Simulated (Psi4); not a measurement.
# Al2H6O2 (SMILES [OH+]1[AlH2-][OH+][AlH2-]1), step by step, part 2 of 3

Psi4 1.11. The steps go on from the part before.

## (3) A structure relaxation at PBE0-D4/def2-TZVP (density fitting) (run 2)

Input file run.py:

```python
import psi4

psi4.set_memory('4400 MB')
psi4.set_num_threads(2)
psi4.set_output_file('al2h6o2.out', False)

molecule = psi4.geometry("""
O     -1.035686     0.431675    -0.370615
Al    -0.619070    -0.706780     1.072882
O      1.086513    -0.441285     0.321725
Al     0.671982     0.706586    -1.113807
H     -1.885835     0.835207    -0.601560
H     -1.154634    -2.196745     0.844485
H     -0.778722     0.036760     2.481361
H      1.944765    -0.793254     0.601545
H      1.198255     2.197843    -0.868678
H      0.839375    -0.030222    -2.523901
symmetry c1
""")

psi4.set_options({
    'scf_type': 'df',
    'geom_maxiter': 50,
    'max_force_g_convergence': 0.0002,
})

E, wfn = psi4.optimize('pbe0-d4/def2-TZVP', return_wfn=True)
print('E =', round(E, 9))
molecule.save_xyz_file('final.xyz', False)
for k, v in sorted(psi4.core.scalar_variables().items()):
    print(f'{k:45s} {v:18.10f}')
```

The run is started by

```console
$ python run.py
```

al2h6o2.out:

```text
Psi4 1.11 release

gradient() will perform analytic gradient computation.

   => Loading Basis Set <=

    Name: DEF2-TZVP
    Role: ORBITAL
    Keyword: BASIS

   => PBE0-D4(BJ,EEQ)ATM: Empirical Dispersion <=

        a1 =       0.400856
        a2 =       5.029288
       alp =      16.000000
        s6 =       1.000000
        s8 =       1.200655
        s9 =       1.000000
        ga =       3.000000
        gc =       2.000000
        wf =       6.000000

         ---------------------------------------------------------
                                   SCF
                              RKS Reference
                        2 Threads,   4196 MiB Core
         ---------------------------------------------------------

  ==> Geometry <==

    Molecular point group: c1
    Full point group: C1

    Geometry (in Angstrom), charge = 0, multiplicity = 1:

       Center              X                  Y                   Z               Mass
    ------------   -----------------  -----------------  -----------------  -----------------
         O           -1.061828451307     0.432859442200    -0.349381476168    15.994914619570
         AL          -0.645212451307    -0.705595557800     1.094115523832    26.981538530000
         O            1.060370548693    -0.440100557800     0.342958523832    15.994914619570
[... 6 lines of this table left out ...]
         H            0.813232548693    -0.029037557800    -2.502667476168     1.007825032230

  Running in c1 symmetry.

  Rotational constants: A =      0.26635  B =      0.11880  C =      0.08900 [cm^-1]
  Rotational constants: A =   7984.99712  B =   3561.65392  C =   2668.13738 [MHz]
  Nuclear repulsion =  221.645280427167620

  Charge       = 0
  Multiplicity = 1
  Electrons    = 48
  Nalpha       = 24
  Nbeta        = 24

  ==> Algorithm <==

  SCF Algorithm Type is DF.
  DIIS enabled.
  MOM disabled.
  Fractional occupation disabled.
  Guess Type is SAD.
  Energy threshold   = 1.00e-08
  Density threshold  = 1.00e-08
  Integral threshold = 1.00e-12

  ==> Primary Basis <==

  Basis Set: DEF2-TZVP
    Blend: DEF2-TZVP
    Number of shells: 72
    Number of basis functions: 172
    Number of Cartesian functions: 192
    Spherical Harmonics?: true
    Max angular momentum: 3

  ==> DFT Potential <==

   => LibXC <=

    Version 7.1.2

   => Composite Functional: PBE0-D4BJEEQATM <=

    PBE0-d4bjeeqatm Hyb-GGA Exchange-Correlation Functional

    Deriv               =              1
    GGA                 =           TRUE
    Meta                =          FALSE

    Exchange Hybrid     =           TRUE
    MP2 Hybrid          =          FALSE

   => Exchange Functionals <=

    0.7500   Perdew, Burke & Ernzerhof

   => Exact (HF) Exchange <=

    0.2500               HF

   => Correlation Functionals <=

    1.0000   Perdew, Burke & Ernzerhof

   => LibXC Density Thresholds  <==

    XC_HYB_GGA_XC_PBEH:  1.00E-15

   => Molecular Quadrature <=

    Radial Scheme          =       TREUTLER
    Pruning Scheme         =           NONE
    Nuclear Scheme         =       TREUTLER

    Blocking Scheme        =         OCTREE
    BS radius alpha        =              1
    Pruning alpha          =              1
    Radial Points          =             75
    Spherical Points       =            302
    Total Points           =         215839
    Total Blocks           =           1686
    Max Points             =            256
    Max Functions          =            169
    Weights Tolerance      =       1.00E-15

   => Loading Basis Set <=

    Name: (DEF2-TZVP AUX)
    Role: JKFIT
    Keyword: DF_BASIS_SCF

  ==> Integral Setup <==

  DFHelper Memory: AOs need 0.120 GiB; user supplied 2.311 GiB.
  SCF_SUBTYPE=INCORE selected. In-core MEM_DF algorithm will be used.
  Using in-core AOs.

  ==> MemDFJK: Density-Fitted J/K Matrices <==

    J tasked:                   Yes
    K tasked:                   Yes
    wK tasked:                   No
    Memory [MiB]:              2366
    Algorithm:                 Core
    Schwarz Cutoff:           1E-12
    Mask sparsity (%):       2.2309
    Fitting Condition:        1E-10

   => Auxiliary Basis Set <=

  Basis Set: (DEF2-TZVP AUX)
    Blend: DEF2-UNIVERSAL-JKFIT
    Number of shells: 162
    Number of basis functions: 518
    Number of Cartesian functions: 616
    Spherical Harmonics?: true
    Max angular momentum: 4

  Cached 100.0% of DFT collocation blocks in 0.763 [GiB].

  Minimum eigenvalue in the overlap matrix is 2.7484169998E-03.
  Reciprocal condition number of the overlap matrix is 4.2111985785E-04.
    Using symmetric orthogonalization.

  ==> Pre-Iterations <==

  SCF Guess: Superposition of Atomic Densities via on-the-fly atomic UHF (no occupation information).

   -------------------------
    Irrep   Nso     Nmo
   -------------------------
     A        172     172
   -------------------------
    Total     172     172
   -------------------------

  ==> Iterations <==

                           Total Energy        Delta E     RMS |[F,P]|

[... 3 lines left out ...]
   @DF-RKS iter   3:  -638.75765684344196   -8.82378e-01   5.57246e-04 ADIIS/DIIS
[... 5 lines left out ...]
   @DF-RKS iter   9:  -638.76102324971862   -2.90447e-09   4.90354e-08 DIIS
[... 39 lines left out ...]
    One-Electron Energy =               -1327.2772513789336699
[... 19 lines left out ...]
 Dipole X            :          0.0026191            0.0053637            0.0079828
[... 130 lines left out ...]
	   Step    Total Energy     Delta E     Max Force     RMS Force      Max Disp      RMS Disp   ~
[... 143 lines left out ...]
   @DF-RKS iter   2:  -638.76246984079569    5.56998e-05   1.19077e-04 ADIIS/DIIS
[... 5 lines left out ...]
   @DF-RKS iter   8:  -638.76261640878101   -2.61480e-12   6.21915e-09 DIIS
[... 19 lines left out ...]
    Two-Electron Energy =                 512.0440593666099858
[... 19 lines left out ...]
 Dipole Y            :         -0.0226800            0.0533954            0.0307155
[... 100 lines left out ...]
	  Convergence Criteria              o    2.00e-04 *             o             o             o
[... 111 lines left out ...]
   @DF-RKS iter   3:  -638.76281529638709   -2.09157e-05   4.21901e-06 DIIS
[... 5 lines left out ...]
  Energy and wave function converged.
[... 19 lines left out ...]
    DFT Exchange-Correlation Energy =     -42.7523927015405931
[... 19 lines left out ...]
 Dipole Z            :         -0.0260965            0.0490991            0.0230026
[... 169 lines left out ...]
    Weights Tolerance      =       1.00E-15
[... 31 lines left out ...]
   @DF-RKS iter   4:  -638.76296189521361   -4.89428e-07   2.92594e-06 DIIS
[... 11 lines left out ...]
    Final Occupation by Irrep:
[... 13 lines left out ...]
    Empirical Dispersion Energy =          -0.0061241215701623
[... 61 lines left out ...]
    Weights Tolerance      =       1.00E-15
[... 163 lines left out ...]
                           Total Energy        Delta E     RMS |[F,P]|
[... 6 lines left out ...]
   @DF-RKS iter   5:  -638.76334923551667   -1.87912e-07   5.06272e-07 DIIS
[... 11 lines left out ...]
    Final Occupation by Irrep:
[... 13 lines left out ...]
    Empirical Dispersion Energy =          -0.0061375934370855
[... 61 lines left out ...]
    Weights Tolerance      =       1.00E-15
[... 163 lines left out ...]
                           Total Energy        Delta E     RMS |[F,P]|
[... 6 lines left out ...]
   @DF-RKS iter   5:  -638.73803926821688   -3.89143e-07   1.41123e-06 DIIS
[... 11 lines left out ...]
    Final Occupation by Irrep:
[... 13 lines left out ...]
    Empirical Dispersion Energy =          -0.0061503637911137
[... 61 lines left out ...]
    Weights Tolerance      =       1.00E-15
[... 161 lines left out ...]
                           Total Energy        Delta E     RMS |[F,P]|
[... 6 lines left out ...]
   @DF-RKS iter   5:  -638.76406032808427   -1.70822e-08   2.83164e-07 DIIS
[... 16 lines left out ...]
  @DF-RKS Final Energy:  -638.76406032918885
[... 8 lines left out ...]
    VV10 Nonlocal Energy =                  0.0000000000000000
[... 108 lines left out ...]
	                                 ==> Convergence Check <==
[... 100 lines left out ...]
   @DF-RKS iter   0:  -638.76089401950799   -6.38761e+02   4.39457e-04
[... 5 lines left out ...]
   @DF-RKS iter   6:  -638.76401594521997   -1.54589e-08   2.90597e-07 DIIS
[... 19 lines left out ...]
    Nuclear Repulsion Energy =            224.7678825221260865
[... 5 lines left out ...]
    Total Energy =                       -638.7640159461775511
[... 109 lines left out ...]
	Measures of convergence in internal coordinates in au.
[... 99 lines left out ...]
   @DF-RKS iter   1:  -638.76412649651627    1.93147e-05   2.88489e-05 DIIS
[... 5 lines left out ...]
   @DF-RKS iter   7:  -638.76413608256803   -1.96451e-10   1.80017e-08 DIIS
[... 19 lines left out ...]
    One-Electron Energy =               -1334.3315212163793149
[... 19 lines left out ...]
 Dipole X            :         -0.0031389            0.0166122            0.0134733
[... 99 lines left out ...]
	   Step    Total Energy     Delta E     Max Force     RMS Force      Max Disp      RMS Disp
[... 95 lines left out ...]
   @DF-RKS iter   2:  -638.76414372630154   -1.19120e-06   1.16944e-05 DIIS
[... 5 lines left out ...]
  Energy and wave function converged.
[... 17 lines left out ...]
    Virtual:

      25A     -0.020218    26A      0.009446    27A      0.025642
      28A      0.047394    29A      0.059681    30A      0.075716
      31A      0.099937    32A      0.103903    33A      0.114497
[... 45 lines of this table left out ...]
     169A      9.499645   170A      9.659043   171A     43.531784
     172A     43.623032

    Final Occupation by Irrep:
              A
    DOCC [    24 ]
    NA   [    24 ]
    NB   [    24 ]

  @DF-RKS Final Energy:  -638.76414512292104

   => Energetics <=

    Nuclear Repulsion Energy =            225.3497862320749903
    One-Electron Energy =               -1334.5374556930707968
    Two-Electron Energy =                 513.1783722294895824
    DFT Exchange-Correlation Energy =     -42.7487031562695137
    Empirical Dispersion Energy =          -0.0061447351454727
    VV10 Nonlocal Energy =                  0.0000000000000000
    Total Energy =                       -638.7641451229210361

Computation Completed

Properties will be evaluated at   0.000000,   0.000000,   0.000000 [a0]

Properties computed using the SCF density matrix

 Multipole Moments:

 ------------------------------------------------------------------------------------
     Multipole            Electronic (a.u.)      Nuclear  (a.u.)        Total (a.u.)
 ------------------------------------------------------------------------------------

 L = 1.  Multiply by 2.5417464519 to convert [e a0] to [Debye]
 Dipole X            :         -0.0010256           -0.0021627           -0.0031884
 Dipole Y            :         -0.0147418            0.0073390           -0.0074027
 Dipole Z            :         -0.0033930           -0.0042855           -0.0076785
 Magnitude           :                                                    0.0111322

 ------------------------------------------------------------------------------------

	total time  =         11 seconds =       0.18 minutes

         ------------------------------------------------------------
                                   SCF GRAD
         ------------------------------------------------------------

  ==> Geometry <==

    Molecular point group: c1
    Full point group: C1

    Geometry (in Angstrom), charge = 0, multiplicity = 1:

       Center              X                  Y                   Z               Mass
    ------------   -----------------  -----------------  -----------------  -----------------
         O           -1.083584198953     0.351442322376    -0.412247649325    15.994914619570
         AL          -0.625163327114    -0.680853770235     1.061500554345    26.981538530000
         O            1.083759214669    -0.355667597700     0.409833939451    15.994914619570
[... 6 lines of this table left out ...]
         H            0.979112305887    -0.109287852330    -2.386998534519     1.007825032230

  Nuclear repulsion =  225.349786232074990

   => Molecular Quadrature <=

    Radial Scheme          =       TREUTLER
    Pruning Scheme         =           NONE
    Nuclear Scheme         =       TREUTLER

    Blocking Scheme        =         OCTREE
    BS radius alpha        =              1
    Pruning alpha          =              1
    Radial Points          =             75
    Spherical Points       =            302
    Total Points           =         215662
    Total Blocks           =           1657
    Max Points             =            256
    Max Functions          =            169
    Weights Tolerance      =       1.00E-15

  -Total Gradient:
     Atom            X                  Y                   Z
    ------   -----------------  -----------------  -----------------
       1        0.000156772410    -0.000174348672     0.000326253189
       2        0.000027363457     0.000004078221    -0.000106760559
       3        0.000025272444    -0.000025994939    -0.000022633485
[... 6 lines of this table left out ...]
      10        0.000094119614     0.000117490139    -0.000089221826

	total time  =          6 seconds =       0.10 minutes

    			-----------------------------------------

    			 OPTKING 3.0: for geometry optimizations

    			        with contributions from

    			-----------------------------------------

	                            ===> Fragment 1 <==

	 Z (Atomic Numbers)          Masses                          Geom
	       8.000000            15.994915         -2.04767737  0.66412974 -0.77903515
	      13.000000            26.981539         -1.18138747 -1.28662716  2.00594533
	       8.000000            15.994915          2.04800810 -0.67211435  0.77447390
[... 6 lines of this table left out ...]
	       1.000000             1.007825          1.85025410 -0.20652411 -4.51077349

	 - Coordinate -           - BOHR/RAD -       - ANG/DEG -
	 R(1,2)           =         3.508850           1.856803
	 R(1,4)           =         3.509608           1.857204
	 R(1,5)           =         1.809541           0.957568
[... 75 lines of this table left out ...]
	 D(8,3,4,10)      =         0.441067          25.271305

	        --- Internal Coordinate Step in ANG or DEG, aJ/ANG or AJ/DEG ---
	-------------------------------------------------------------------------------
	           Coordinate      Previous         Force          Change          New
	           ----------      --------        ------          ------        ------
	               R(1,2)       1.85680        0.00044        0.00060       1.85740
	               R(1,4)       1.85720        0.00035        0.00058       1.85778
	               R(1,5)       0.95757       -0.00156       -0.00014       0.95743
[... 75 lines of this table left out ...]
	          D(8,3,4,10)      25.27130        0.00000        0.29984      25.57115
	-------------------------------------------------------------------------------

	                                 ==> Convergence Check <==

	Measures of convergence in internal coordinates in au.

	Criteria marked as inactive (o), active & met (*), and active & unmet ( ).

	----------------------------------------------------------------------------------------------
	   Step    Total Energy     Delta E     Max Force     RMS Force      Max Disp      RMS Disp
	----------------------------------------------------------------------------------------------
	  Convergence Criteria              o    2.00e-04 *             o             o             o
	----------------------------------------------------------------------------------------------
	    15    -638.76414512   -9.04e-06 o    1.89e-04 *    4.57e-05 o    1.54e-02 o    4.75e-03 o  ~
	----------------------------------------------------------------------------------------------

Next Geometry in Ang
	Fragment 1 (Ang)

	    O  -1.0852684488   0.3501611207  -0.4144352224
	   Al  -0.6258314893  -0.6816086419   1.0601206047
	    O   1.0827396781  -0.3544640393   0.4098899885
[... 6 lines of this table left out ...]
	    H   0.9778737565  -0.1126799362  -2.3860976567

    Final optimized geometry and variables:
    Molecular point group: c1
    Full point group: C1

    Geometry (in Angstrom), charge = 0, multiplicity = 1:

    O           -1.083584198953     0.351442322376    -0.412247649325
    AL          -0.625163327114    -0.680853770235     1.061500554345
    O            1.083759214669    -0.355667597700     0.409833939451
[... 6 lines of this table left out ...]
    H            0.979112305887    -0.109287852330    -2.386998534519

[set-up sections that repeat, and orbital energies of the middle runs, are left out above]
```

Standard output:

```text
Optimizer: Optimization complete!
E = -638.764145123
CURRENT ENERGY                                   -638.7641451229
CURRENT REFERENCE ENERGY                         -638.7641451229
DD SOLVATION ENERGY                                 0.0000000000
DFT FUNCTIONAL TOTAL ENERGY                      -638.7580003878
DFT TOTAL ENERGY                                 -638.7641451229
DFT VV10 ENERGY                                     0.0000000000
DFT XC ENERGY                                     -42.7487031563
DISPERSION CORRECTION ENERGY                       -0.0061447351
GRID ELECTRONS ALPHA                               24.0000117543
GRID ELECTRONS BETA                                24.0000117543
GRID ELECTRONS TOTAL                               48.0000235086
NUCLEAR REPULSION ENERGY                          225.3497862321
ONE-ELECTRON ENERGY                             -1334.5374556931
OPTIMIZATION ITERATIONS                            15.0000000000
PBE0-D4(BJ,EEQ)ATM DISPERSION CORRECTION ENERGY      -0.0061447351
PCM POLARIZATION ENERGY                             0.0000000000
PE ENERGY                                           0.0000000000
SCF ITERATION ENERGY                             -638.7641451229
SCF ITERATIONS                                      7.0000000000
SCF TOTAL ENERGY                                 -638.7641451229
TWO-ELECTRON ENERGY                               513.1783722295
XC GRID RADIAL POINTS                              75.0000000000
XC GRID SPHERICAL POINTS                          302.0000000000
XC GRID TOTAL POINTS                           215662.0000000000
```

Wall time 4.9 min (2 threads of AMD EPYC 7R43 (Zen 3), shared host); peak memory 1.4 GiB.

Steps, from the record of the run:

| step | energy from the first frame kept (eV) | largest force (eV/Å) |
| --- | --- | --- |
| 0 | 0.0000 | 0.7662 |
| 1 | -0.0434 | 0.3593 |
| 2 | -0.0488 | 0.1362 |
| 3 | -0.0528 | 0.0703 |
| 4 | -0.0633 | 0.3162 |
| 5 | 0.6254 | 4.4220 |
| 6 | 0.1958 | 2.0585 |
| 7 | -0.0412 | 0.4351 |
| 8 | -0.0666 | 0.3043 |
| 9 | -0.0735 | 0.3664 |
| 10 | -0.0671 | 0.6006 |
| 11 | -0.0826 | 0.1238 |
| 12 | -0.0814 | 0.1900 |
| 13 | -0.0847 | 0.0346 |
| 14 | -0.0850 | 0.0207 |

After the run. Bond lengths: O1–Al2 1.857 Å, Al2–O3 1.858 Å, O1–Al4 1.857 Å, O3–Al4 1.857 Å, O1–H5 0.958 Å, Al2–H6 1.586 Å, Al2–H7 1.586 Å, O3–H8 0.957 Å, Al4–H9 1.586 Å, Al4–H10 1.586 Å. Some angles: O1–Al2–O3 81.5°, Al2–O1–Al4 98.6°, Al2–O3–Al4 98.5°, O1–Al4–O3 81.5°, O1–Al2–H6 113.9°, O1–Al2–H7 109.0°, O3–Al2–H6 109.0°, O3–Al2–H7 113.9°, Al2–O1–H5 123.0°, Al4–O1–H5 122.5°.

Runs 3 to 4 aren't shown in full; the table further down has their settings and results.

(Continued in part 3 of 3.)
